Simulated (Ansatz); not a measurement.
# Ru: a slab and its surfaces, (10-10), 4 layers

Aim: cut a slab of Ru (10-10), 4 layers from the relaxed bulk, relax it, and get surface energy and work function. The runs shown use LAPW, norm-conserving and crystal datasets. Companion runs by PAW are cited. Its runs: bulk in the slab's orientation (LAPW); the reference run (LAPW, norm-conserving and crystal datasets); atoms relaxed (LAPW); field of 0.1 V/Å along the normal (LAPW); Rh in place of Ru in the outer layer (LAPW); Rh in place of Ru in the middle layer (LAPW).

Method: DFT PBE, with the methods named in each step, in Ansatz 0.2.0.

1 further run of the same task is left out (it didn't finish).

## (1) The starting structure

Symmetry: P6_3/mmc, No. 194, hexagonal system. Conventional cell: a = 2.721 Å, b = 2.721 Å, c = 4.296 Å, α = 90.00°, β = 90.00°, γ = 120.00°. Ru (site symmetry -6m2) has 12 Ru at 2.66 to 2.72 Å as nearest neighbours.

As a file:

```cif
data_structure
_symmetry_space_group_name_H-M 'P 1'
_symmetry_Int_Tables_number 1
_cell_length_a 2.7212
_cell_length_b 4.2960
_cell_length_c 4.7132
_cell_angle_alpha 90.000
_cell_angle_beta 90.000
_cell_angle_gamma 90.000
_cell_volume 55.10
loop_
_atom_site_label
_atom_site_type_symbol
_atom_site_fract_x
_atom_site_fract_y
_atom_site_fract_z
_atom_site_occupancy
Ru1 Ru 0.50000 0.25000 0.16667 1
Ru2 Ru 0.00000 0.25000 0.66667 1
Ru3 Ru 0.00000 0.75000 0.33333 1
Ru4 Ru 0.50000 0.75000 0.83333 1
```

Atoms are numbered in the order of the input: Ru1, Ru2, Ru3, Ru4.

## (2) Bulk in the slab's orientation, LAPW

The input, input.yaml:

```yaml
crystal:
  lattice:
    - [-1.3605811744, 2.3565957218, 0.0]
    - [0.0, 0.0, 4.2959980361]
    - [4.0817435231, 2.3565957218, 0.0]
  atoms:
    - { symbol: Ru, position: [0.5, 0.25, 0.166666667] }
    - { symbol: Ru, position: [0.0, 0.25, 0.666666667] }
    - { symbol: Ru, position: [0.0, 0.75, 0.333333333] }
    - { symbol: Ru, position: [0.5, 0.75, 0.833333333] }
kpoints:
  mp_grid: { grid: [12, 8, 7] }
scf:
  occupations: { method: fermi_dirac, width: 0.1 }
hamiltonian:
  xc: pbe
  pseudopotentials: { kind: all_electron, lapw: { basis_error: 0.001 } }
output:
  forces: true
  stress: true
  eigenvalues: true
```

Launch:

```
ansatz run input.yaml --threads 1 --pin off --max-ram 3584MiB --backend cpu --events-out ev --progress --plain --runs-dir out
```

After this run come: Slab as cut, LAPW; Atoms relaxed, LAPW; Field of 0.1 V/Å along the normal, LAPW; Slab as cut, norm-conserving; Slab as cut, crystal datasets; Rh in place of Ru in the outer layer, LAPW; Rh in place of Ru in the middle layer, LAPW.

What does the calculation give? Wanted: surface energy; work function; outer layer spacing; surface core-level shift by Z+1 (for each run or level that gives them).

**Answer**, as computed:

| quantity | value |
| --- | --- |
| surface energy (LAPW, relaxed) | 2.79 J/m² |
| work function (LAPW, relaxed) | 4.89 eV |
| outer layer spacing (LAPW) | 0.79 → 0.64 Å |
| surface core-level shift by Z+1 (LAPW) | -0.28 eV |
| work function (norm-conserving, relaxed) | 4.89 eV |
| work function (crystal datasets, relaxed) | 4.89 eV |
| surface energy (PAW, relaxed) | 2.79 J/m² |
| work function (PAW, relaxed) | 4.89 eV |
| outer layer spacing (PAW) | 0.79 → 0.64 Å |
| surface core-level shift by Z+1 (PAW) | -0.28 eV |
| core-level shifts among the layers (PAW holes) | Ru1 +0.00, Ru2 +0.35 eV |

In words: By LAPW the surface costs 2.94 J/m² as cut and 2.79 J/m² relaxed. The outermost spacing changes by -18.7 % (LAPW). The field of 0.1 V/Å along the normal induces a dipole of 0.039 e·Å per cell (LAPW). Putting the next element in the outer rather than the middle layer costs -0.28 eV (LAPW); in the Z+1 picture that is the binding energy at the surface less that inside. The outermost spacing changes by -18.7 % (PAW). The field of 0.1 V/Å along the normal induces a dipole of 0.039 e·Å per cell (PAW). Thickness wasn't converged, and no reconstruction was sought.
